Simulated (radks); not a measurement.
# Ca⁴⁺ in [He] 2s2 2p5.75 3s2 3p4 4s0.25: an all-electron calculation

An exercise on one series of results from a longer session: the logs are not shown, and one member is left open.

Method: scalar-relativistic Kohn-Sham, PBE, spin-polarised, spherical densities, point nucleus; open shells are filled with parallel spins first. Code: radks (a radial shooting solver on a logarithmic mesh, Libxc functionals) version 1.

**What is computed**

```
element       : calcium (Z = 20)
charge        : +4
electrons     : 16
configuration : [He] 2s2 2p5.75 3s2 3p4 4s0.25
```

The first run:

Input:

```text
Z 20
configuration [He] 2s2 2p5.75 3s2 3p4 4s0.25 3d0 4p0
relativity scalar-relativistic
functional pbe,pbe
spin polarised
nucleus point
c 137.035999084
```

Among the steps run: Self-consistent calculation.

One table of the session follows, with a row left open; its other results are not shown here.

It belongs to the step «Shells». Radial moments (bohr):

| level | <r> | outermost maximum (interpolated) | 90 % within | nodes |
| --- | --- | --- | --- | --- |
| 1s up | 0.07684 | 0.0503 | 0.137 | 0 |
| 1s down | 0.07682 | 0.0503 | 0.137 | 0 |
| 2s up | 0.3620 | 0.299 | 0.563 | 1 |
| 2s down | 0.3621 | 0.299 | 0.563 | 1 |
| 2p up | 0.3247 | 0.245 | 0.535 | 0 |
| 2p down | 0.3249 | 0.245 | 0.535 | 0 |
| 3s up | 1.079 | 0.958 | 1.59 | 2 |
| 3s down | 1.085 | 0.959 | 1.61 | 2 |
| 3p up | 1.135 | 0.987 | 1.71 | 1 |
| 3p down | 1.145 | 0.991 | 1.73 | 1 |
| 3d up | 1.244 | 0.988 | 1.98 | 0 |
| 3d down | ? | ? | ? | ? |
| 4s up | 2.550 | 2.39 | 3.64 | 3 |
| 4s down | 2.552 | 2.40 | 3.64 | 3 |
| 4p up | 2.793 | 2.62 | 4.01 | 2 |

Q: Estimate the row for 3d down from the others.

As computed: <r>: 1.265; outermost maximum (interpolated): 0.993; 90 % within: 2.03; nodes: 0. In the column «<r>» it lies between 3d up (1.244) and 4s up (2.550).
